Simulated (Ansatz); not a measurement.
The system is BiTe.

```
CELL_PARAMETERS angstrom
0.00000 3.23500 3.23500
3.23500 0.00000 3.23500
3.23500 3.23500 0.00000
ATOMIC_POSITIONS crystal
Bi 0.00000 0.00000 0.00000
Te 0.50000 0.50000 0.50000
```

```yaml
Program: Ansatz 0.2.0
Task: relaxation of cell and atoms
Functional: PBEsol
Potentials_or_basis: Ansatz PAW
Cutoff: "420 eV (not typed: the program's choice for these potentials)"
k_mesh: 7 × 7 × 7
Occupations: fermi-dirac, width 0.05 eV
Spin: no spin polarisation
```

At the start: volume 33.86 Å³/atom.

**Question.** How do energy, volume and symmetry change on relaxing?

**Answer.** It ends after 4 steps and the volume is 32.84 Å³/atom (-3.0 %); space group Fm-3m (No. 225, to 0.05 Å).

The path:
```tsv
step	energy change (eV)	largest force (eV/Å)	volume (Å³)
1	0.0000	0.0000	67.71
2	-0.0083	0.0000	64.62
3	-0.0107	0.0000	65.68
4	-0.0104	0.0000	65.68
```

Final structure:
```
Bi Te
1.0
     0.00000    3.20232    3.20232
     3.20232    0.00000    3.20232
     3.20232    3.20232    0.00000
Bi Te
1 1
Direct
  0.00000 0.00000 0.00000
  0.50000 0.50000 0.50000
```

Caveat: the plane-wave basis is chosen anew once the cell has moved, so the energies of steps on either side of that aren't comparable; the PAW data sets come from PBE, with cores solved anew for the run's functional, which leaves a small shift of forces and pressure.
